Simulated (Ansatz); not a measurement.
# Lu2Ag2I3: the cost of one run

Program: Ansatz 0.2.0. Level of theory: DFT PBE, scalar-relativistic, plane waves, PAW, unless a step names another level. These are calculated values, not measurements.

3 further runs of the same task are left out: 2 that didn't finish, 1 set aside as unsound or not needed.

### 1 Starting point

The structure is monoclinic, space group C2/m (No. 12). The conventional cell has a = 13.709 Å, b = 3.848 Å, c = 9.147 Å, α = 90.00°, β = 114.34°, γ = 90.00°. Around Lu (site symmetry m) lie 3 Ag at 2.94 to 3.03 Å and 4 I at 3.05 to 3.34 Å. Ag (site symmetry m) has 1 Ag at 2.90 Å and 3 Lu at 2.94 to 3.03 Å and 2 I at 3.24 Å as nearest neighbours. Around I (site symmetry 2/m) lie 4 Lu at 3.34 Å. I (site symmetry m) has 2 Lu at 3.05 Å and 2 Ag at 3.24 Å as nearest neighbours.

As a file:

```
CELL_PARAMETERS angstrom
6.85385 -1.92400 -0.09451
6.85385 1.92400 -0.09451
-3.65403 0.00000 8.38557
ATOMIC_POSITIONS crystal
Lu 0.66778 0.66778 0.29500
Lu 0.33222 0.33222 0.70500
Ag 0.09810 0.09810 0.47579
Ag 0.90190 0.90190 0.52421
I 0.00000 0.00000 0.00000
I 0.31018 0.31018 0.21215
I 0.68982 0.68982 0.78785
```

It came out lowest among 22 distinct ends of the trial cells. At a tolerance of 0.05 Å it has space group C2/m (No. 12).

### 2 Electronic structure at the relaxed geometry

The input, input.yaml:

```yaml
crystal:
  lattice:
    - [6.8538537404, -1.9239991158, -0.0945099452]
    - [6.8538537404, 1.9239991158, -0.0945099452]
    - [-3.6540293979, 0.0, 8.3855675179]
  atoms:
    - { symbol: Lu, position: [0.6677756851, 0.6677756851, 0.2949974749] }
    - { symbol: Lu, position: [0.3322243149, 0.3322243149, 0.7050025251] }
    - { symbol: Ag, position: [0.0980960563, 0.0980960563, 0.4757948363] }
    - { symbol: Ag, position: [0.9019039437, 0.9019039437, 0.5242051637] }
    - { symbol: I, position: [0.0, 0.0, 0.0] }
    - { symbol: I, position: [0.3101844978, 0.3101844978, 0.2121498562] }
    - { symbol: I, position: [0.6898155022, 0.6898155022, 0.7878501438] }
basis:
  ecutwfc: 420
kpoints:
  mp_grid: { grid: [8, 8, 4] }
  band_path:
    path:
      - [[0.0, 0.0, 0.0], [-0.27372565, 0.27372565, 0.0]]
      - [[-0.72627435, -0.27372565, 0.0], [-0.5, -0.5, 0.0], [0.0, 0.0, 0.0], [-0.5, -0.5, 0.5], [-0.74092703, -0.25907297, 0.5]]
      - [[-0.25907297, 0.25907297, 0.5], [0.0, 0.0, 0.5], [0.0, 0.0, 0.0]]
      - [[-0.5, 0.0, 0.5], [0.0, 0.0, 0.0], [-0.5, 0.0, 0.0]]
    npoints: 14
hamiltonian:
  xc: pbe
scf:
  occupations: { method: gaussian, width: 0.1 }
  n_extra_bands: 17
output:
  forces: true
  stress: true
  eigenvalues: true
  populations: true
  dos: { projected: true, de: 0.02, nscf_kmesh: { grid: [10, 10, 5] } }
  bader: true
```

Started as:

```bash
$ ansatz run input.yaml --threads 1 --pin off --max-ram 2560MiB --backend cpu --events-out ev --progress --plain --runs-dir out
```

Q: Estimate wall time and peak memory on 1 thread of Arm Neoverse V1, shared host.

About 6.1 min, with a peak of 1.8 GiB.
